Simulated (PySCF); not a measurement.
# CH5BrOSi: electronic excitations and core binding energies

What electronic excitations and core binding energies should CH5BrOSi (`O[SiH2]CBr`) show?

Programs: PySCF 2.14.0, with density-fitted response routines of our own. Each step states its level of theory. These are calculated values for one molecule in the gas phase, unless marked as measured. Atoms count from 0, in the outputs and in this text.

### 1 The molecule as given

9 atoms, charge 0, multiplicity 1; geometry from: GFN2-xTB.

Bonds of the start (Å): O0–Si1 1.62, Si1–C2 1.92, C2–Br3 1.96, O0–H4 0.96, Si1–H5 1.46, Si1–H6 1.45, C2–H7 1.09, C2–H8 1.09.

### 2 TDDFT and polarisability: B3LYP/def2-SVPD

What the job is given:

```
{"job": {"kind": "uv", "xc": "B3LYP", "basis": "def2-SVPD", "nstates": 8, "ntriplets": 3}, "charge": 0, "multiplicity": 1}
O     -1.540558    -0.458695     0.867926
Si    -0.716278     0.544362    -0.093745
C      0.966073    -0.240402    -0.564361
Br     1.953257    -0.669272     1.071162
H     -1.160449    -0.856551     1.649135
H     -0.415072     1.811180     0.569480
H     -1.545235     0.630615    -1.284063
H      0.864300    -1.178377    -1.104489
H      1.607525     0.423134    -1.136224
```

With the program's defaults for keys left out, this is: TDDFT B3LYP/def2-SVPD, vertical, gas phase, core orbitals frozen in the response.

Launch:

```console
$ OMP_NUM_THREADS=1 python probes_run.py task.json out
```

This one command runs all jobs of the session in turn.

What it wrote:

```text
coarse grid: 36464 points
cycle   1  E = -2979.5006065647  dE = -8.116e-01  |g| = 7.273e-01  |ddm| = 3.435e+00
cycle   2  E = -2979.2828526992  dE =  2.178e-01  |g| = 1.275e+00  |ddm| = 1.595e+00
cycle   3  E = -2979.5977226546  dE = -3.149e-01  |g| = 8.378e-02  |ddm| = 1.024e+00
cycle   4  E = -2979.5990164990  dE = -1.294e-03  |g| = 3.687e-02  |ddm| = 1.385e-01
cycle   5  E = -2979.5993151356  dE = -2.986e-04  |g| = 1.402e-02  |ddm| = 5.313e-02
cycle   6  E = -2979.5993722122  dE = -5.708e-05  |g| = 2.644e-03  |ddm| = 1.901e-02
cycle   7  E = -2979.5993739034  dE = -1.691e-06  |g| = 4.647e-04  |ddm| = 3.657e-03
final grid: 74280 points
cycle   8  E = -2979.5993604879  dE = -1.648e-08  |g| = 5.566e-04  |ddm| = 3.216e-03
cycle   9  E = -2979.5993604358  dE =  5.204e-08  |g| = 7.660e-04  |ddm| = 1.304e-03
cycle  10  E = -2979.5993605403  dE = -1.044e-07  |g| = 1.147e-04  |ddm| = 7.158e-04
cycle  11  E = -2979.5993605425  dE = -2.258e-09  |g| = 5.517e-06  |ddm| = 1.047e-04
cycle  12  E = -2979.5993605425  dE = -1.546e-11  |g| = 3.140e-06  |ddm| = 1.087e-05
converged SCF energy = -2979.5993605425

Static polarisability (au): isotropic 64.984, principal 56.134 60.186 78.631

Singlet excitations
state   eV       nm        f      main configurations
  1   5.5941    221.6   0.01771   H->L 0.98
  2   5.8468    212.1   0.00351   H-1->L 0.98
  3   6.6511    186.4   0.02351   H->L+1 0.97
  4   6.9388    178.7   0.02378   H-1->L+1 0.95
  5   6.9893    177.4   0.00613   H-2->L 0.93
  6   7.2159    171.8   0.01322   H->L+2 0.95
  7   7.5009    165.3   0.02599   H-1->L+2 0.75, H-3->L 0.22
  8   7.5600    164.0   0.03184   H-3->L 0.71, H-1->L+2 0.22

Triplet excitations (Tamm-Dancoff, eV): 4.9915 5.2558 6.4468
```

Wall time 32 s (1 thread of Arm Neoverse N1, shared host); peak memory 0.62 GiB.

The orbitals next to the gap, with their largest atomic shares:

```tsv
orbital	eV	atoms
HOMO−3	-9.41	O0 31 %, Br3 18 %, C2 16 %
HOMO−2	-8.85	O0 43 %, Si1 20 %, H5 18 %
HOMO−1	-7.93	Br3 84 %, C2 11 %
HOMO	-7.65	Br3 66 %, C2 17 %, Si1 8 %
LUMO	-0.92	Br3 50 %, C2 25 %, Si1 9 %
LUMO+1	-0.08	Si1 24 %, O0 21 %, Br3 20 %
LUMO+2	0.48	Br3 30 %, Si1 18 %, C2 14 %
```

With each of the 8 states as a Gaussian band of 0.4 eV half-width at 1/e, the curve within the window shown has maxima at 221 nm (ε 820), 167 nm (ε 2,900) L/(mol cm). Beyond the last state computed it falls off for lack of states. The curve at chosen wavelengths:

(nm, ε (L/mol/cm)): (158, 1252), (162, 2293), (165, 2782), (169, 2857), (172, 2694), (176, 2491), (180, 2315), (183, 2113), (187, 1704), (190, 1333), (194, 868), (198, 542), (201, 421), (205, 410), (208, 483), (212, 629), (216, 759), (219, 812), (223, 801), (226, 737), (230, 602), (234, 447), (237, 337), (241, 216), (244, 147), (248, 83)

Leading natural transition orbitals of singlet state 8: the hole lies on O0 31 %; H6 22 %; C2 14 %; the particle on Br3 38 %; C2 20 %; H6, H8 about 10 % each.

Leading natural transition orbitals of singlet state 1: the hole lies on Br3 70 %; C2 11 %; the particle on Br3 48 %; C2 25 %; H7, H8 about 7 % each.

Ground-state properties from the same run:

```tsv
property	computed
dipole moment (D)	0.89
polarisability (Å³)	9.63
HOMO–LUMO gap (eV)	6.73
−ε(HOMO) (eV)	7.65
```

Orbitals, density, ELF and potential are computed afterwards from the orbital file.

Frontier orbitals at B3LYP/def2-SVPD, with the share of their density that lies nearest to each atom:

```tsv
orbital	energy (eV)	lies on
HOMO	-7.65	Br3 69 %; C2 12 %
LUMO	-0.92	Br3 45 %; C2 22 %; H6, H8 about 8 % each
```

ELF in a plane through or near 3 of the atoms.

Ten even steps from ' ' (0.00) to '@' (1.00):
```
                                                        
                                                        
            ..::::--::::..                              
        ..--==++******++==..                            
      ::==++**##%%%%####++--      --==--..              
      --++**##%%%%%%%%##++::    ++##%%%%++..            
      --++**##%%%%####**--..    **@@@@@@**::....        
      ::--==++**++++==--..    ..**%%%%%%##**==--..      
        ......::--====--::..  ::####::++##%%##++::      
              --++**++++**++----##%%##**%%%%**==..      
            ..++**++::::%%%%==    ..==----::..          
          ..--++****====####--  ..::==::..              
          ..==****++--::----==##@@@@@@@@**              
          ..::==--::..    ::**@@@@@@@@@@@@++..          
                          ..##@@@@@@@@@@@@**..          
                          ..**@@@@@@@@@@@@--            
                            ::++%%%%%%**--              
                                  ..                    
                                                        
                                                        
```
The map spans 8.8 Å across and 8.5 Å up, centred on the molecule. Atoms in the plane (x, y in Å): O0 (1.6, 0.7), H4 (1.5, 1.6), H6 (1.1, -1.7).

On the surface of density 0.002 e/bohr³ the electrostatic potential runs, from the 1st to the 99th percentile, from -1.16 V near O0 to 2.03 V near H4.

### 3 Core holes by ΔSCF: SCAN, X2C

The job, as its differences from that of step 2:

```diff
@@ -1,2 +1,2 @@
-{"job": {"kind": "uv", "xc": "B3LYP", "basis": "def2-SVPD", "nstates": 8, "ntriplets": 3}, "charge": 0, "multiplicity": 1}
+{"job": {"kind": "xps"}, "charge": 0, "multiplicity": 1}
 O     -1.540558    -0.458695     0.867926
```

With the program's defaults for keys left out, this is: delta-SCF UKS SCAN, pcX-2 on the ionised atom, pcseg-1 elsewhere, spin-free X2C.

What it wrote:

```text
ground state, core basis on atom 0 (O), 129 functions
  cycle   1  E = -3004.96553623  |g| = 8.38e-01
  cycle   2  E = -3004.60437548  |g| = 1.61e+00
  cycle   3  E = -3005.08307982  |g| = 1.35e-01
  cycle   4  E = -3005.08613943  |g| = 6.72e-02
  cycle   5  E = -3005.08717752  |g| = 2.56e-02
  cycle   6  E = -3005.08736740  |g| = 5.39e-03
  cycle   7  E = -3005.08738199  |g| = 1.63e-03
  cycle   8  E = -3005.08738081  |g| = 2.17e-04
  E(ground) = -3005.26477699 Eh
hole in O 1s of atom 0
  cycle   1  E = -2984.48192746  |g| = 2.22e+00
  cycle   2  E = -2982.97574521  |g| = 2.46e+00
  cycle   3  E = -2985.10773863  |g| = 5.78e-01
  cycle   4  E = -2985.25983023  |g| = 2.17e-01
  cycle   5  E = -2985.28131500  |g| = 1.08e-01
  cycle   6  E = -2985.28722130  |g| = 4.76e-02
  cycle   7  E = -2985.28848042  |g| = 7.05e-03
  cycle   8  E = -2985.28850798  |g| = 1.45e-03
  cycle   9  E = -2985.28850976  |g| = 5.90e-04
  cycle  10  E = -2985.28851145  |g| = 1.61e-04
  E(ion) = -2985.46667390 Eh   <S^2> = 0.7611   hole on atom = 1.000   binding energy = 538.734 eV
ground state, core basis on atom 1 (Si), 140 functions
  cycle   1  E = -3005.15631130  |g| = 2.95e-01
  cycle   2  E = -3005.15493248  |g| = 1.17e-01
  cycle   3  E = -3005.15355562  |g| = 1.41e-01
  cycle   4  E = -3005.15721199  |g| = 1.36e-02
  cycle   5  E = -3005.15723792  |g| = 2.93e-03
  cycle   6  E = -3005.15724220  |g| = 6.30e-04
  cycle   7  E = -3005.15724107  |g| = 1.35e-04
  E(ground) = -3005.29636501 Eh
hole in Si 1s of atom 1
  cycle   1  E = -2936.21356410  |g| = 4.35e+00
  cycle   2  E = -2935.27706801  |g| = 2.48e+00
  cycle   3  E = -2936.02471710  |g| = 1.29e+00
  cycle   4  E = -2937.23833175  |g| = 2.01e-01
  cycle   5  E = -2937.25320140  |g| = 1.17e-01
  cycle   6  E = -2937.25949913  |g| = 6.31e-02
  cycle   7  E = -2937.26164069  |g| = 1.72e-02
  cycle   8  E = -2937.26179471  |g| = 5.27e-03
  cycle   9  E = -2937.26180696  |g| = 2.17e-03
  cycle  10  E = -2937.26180779  |g| = 4.05e-04
  E(ion) = -2937.40787356 Eh   <S^2> = 0.7521   hole on atom = 1.000   binding energy = 1847.340 eV
hole in Si 2p of atom 1
  cycle   1  E = -3000.87332789  |g| = 1.24e+00
  cycle   2  E = -3000.47636012  |g| = 1.28e+00
  cycle   3  E = -3001.09571088  |g| = 3.72e-01
  cycle   4  E = -3001.17835983  |g| = 1.44e-01
  cycle   5  E = -3001.18386840  |g| = 9.74e-02
  cycle   6  E = -3001.18867714  |g| = 9.75e-03
  cycle   7  E = -3001.18871058  |g| = 4.94e-03
  cycle   8  E = -3001.18872080  |g| = 2.51e-03
  cycle   9  E = -3001.18872320  |g| = 3.37e-04
  E(ion) = -3001.33826009 Eh   <S^2> = 0.7514   hole on atom = 1.003   binding energy = 107.706 eV
  2p3/2 = 107.462 eV   2p1/2 = 108.086 eV
ground state, core basis on atom 2 (C), 129 functions
  cycle   1  E = -3005.05719950  |g| = 6.49e-02
  cycle   2  E = -3005.05714572  |g| = 3.89e-02
  cycle   3  E = -3005.05732093  |g| = 2.85e-02
  cycle   4  E = -3005.05747248  |g| = 5.87e-03
  cycle   5  E = -3005.05748142  |g| = 5.93e-04
  cycle   6  E = -3005.05748576  |g| = 2.89e-04
  E(ground) = -3005.23739882 Eh
hole in C 1s of atom 2
  cycle   1  E = -2993.76860944  |g| = 1.51e+00
  cycle   2  E = -2992.66182835  |g| = 2.04e+00
  cycle   3  E = -2994.24003715  |g| = 4.75e-01
  cycle   4  E = -2994.32014541  |g| = 2.56e-01
  cycle   5  E = -2994.34686673  |g| = 9.75e-02
  cycle   6  E = -2994.35034193  |g| = 2.08e-02
  cycle   7  E = -2994.35058354  |g| = 5.39e-03
  cycle   8  E = -2994.35061486  |g| = 1.96e-03
  cycle   9  E = -2994.35062234  |g| = 1.15e-03
  cycle  10  E = -2994.35062293  |g| = 3.46e-04
  E(ion) = -2994.52725262 Eh   <S^2> = 0.7780   hole on atom = 1.000   binding energy = 291.438 eV
```

Run time: 39 s. Hardware: 1 thread of Arm Neoverse N1, shared host; peak memory 0.4 GiB.

The holes in one table. −ε is the ground-state orbital energy:

```tsv
hole	stands for	environment	ΔSCF (eV; 2p as the shell's mean)	−ε (eV)	⟨S²⟩
O1s on O0	O0	oxygen bonded to Si, H	538.73	516.7	0.761
Si1s on Si1	Si1	silicon bonded to C, O, 2 H	1847.34	1793.9	0.752
Si2p on Si1	Si1	silicon bonded to C, O, 2 H	107.67	96.6	0.751
C1s on C2	C2	sp3 CH2 bonded to Br and Si	291.44	274.8	0.778
```

With the spin-orbit splitting: Si1 2p3/2 107.46, 2p1/2 108.09 eV. The table gives each 2p level as the mean over the whole 2p shell (two parts 2p3/2, one part 2p1/2), which differs a little from the single hole in the log.

### 4 Results

```
                                quantity                        value
        lowest singlet (B3LYP/def2-SVPD)  5.59 eV (222 nm), f = 0.018
brightest single state of those computed  state 8, 7.56 eV, f = 0.032
                          lowest triplet                      4.99 eV
   surface potential, 1st and 99th percentile           -1.16 V and 2.03 V
        O1s binding energies, SCAN/pcX-2                 O0 538.73 eV
       Si1s binding energies, SCAN/pcX-2               Si1 1847.34 eV
       Si2p binding energies, SCAN/pcX-2                Si1 107.67 eV
        C1s binding energies, SCAN/pcX-2                 C2 291.44 eV
```

The first singlet state (HOMO→LUMO 0.98) lies at 5.59 eV and is weak; of the 8 states computed, the strongest absorption comes from state 8 at 7.56 eV (the last computed, so partners may be missing). The lowest triplet lies 0.60 eV below the lowest singlet (triplets in Tamm-Dancoff, singlets in full TDDFT). At B3LYP/def2-SVPD, counted by nearest atom on the grid, the HOMO lies on Br3 69 %; C2 12 %, the LUMO on Br3 45 %; C2 22 %.
